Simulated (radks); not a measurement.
# Er²⁺ in [Xe] 4f12: an all-electron calculation

What are the levels of the erbium ion Er2+, how large are its shells, and how does its energy divide?

Program: radks (a radial shooting solver on a logarithmic mesh, Libxc functionals) version 1. Level of theory: non-relativistic Kohn-Sham, PW91, spin-polarised, spherical densities, point nucleus; open shells are filled with parallel spins first. These are calculated values, not measurements, unless marked.

**1. The system**

```
element       : erbium (Z = 68)
charge        : +2
electrons     : 66
configuration : [Xe] 4f12
```

The outer shells:

Er²⁺
```
[Xe] core
4f [↑↓][↑↓][↑↓][↑↓][↑↓][↑ ][↑ ]
```

**2. Self-consistent calculation**

Input:

```text
Z 68
configuration [Xe] 4f12
relativity non-relativistic
functional pw91,pw91
spin polarised
nucleus point
```

The run is started by

```console
$ python run_ks.py task.json out
```

The same process makes all the runs of this session.

What does the calculation give?

The runs gave:

```
                        quantity                     value
                    total energy       -12502.4832 hartree
exchange-correlation share of it                    2.13 %
                            −T/E                    0.9997
          highest occupied level       4f down, -20.327 eV
    most extended occupied level  5p down, <r> = 1.54 bohr
 radius at density 0.001 e/bohr³                 3.35 bohr
    maxima of the radial density                         4
         ionisation energy, NIST      22.70 (semi-emp.) eV
```

**Reading.** 5 principal shells are occupied and 4 maxima appear in the radial density; where shells overlap, one shows as a shoulder or not at all. The ratio −T/E is 0.9997; for a non-relativistic Coulomb system it is 1 up to the kinetic part of correlation. Minus the highest eigenvalue, 20.327 eV, is 90 % of the tabulated ionisation energy (22.70 eV); the potential of a semilocal functional falls off too fast, so its top eigenvalue is too shallow. Relativity is left out here, which matters for elements this heavy. Open shells are spherical and high-spin; term and fine-structure splittings are not resolved.
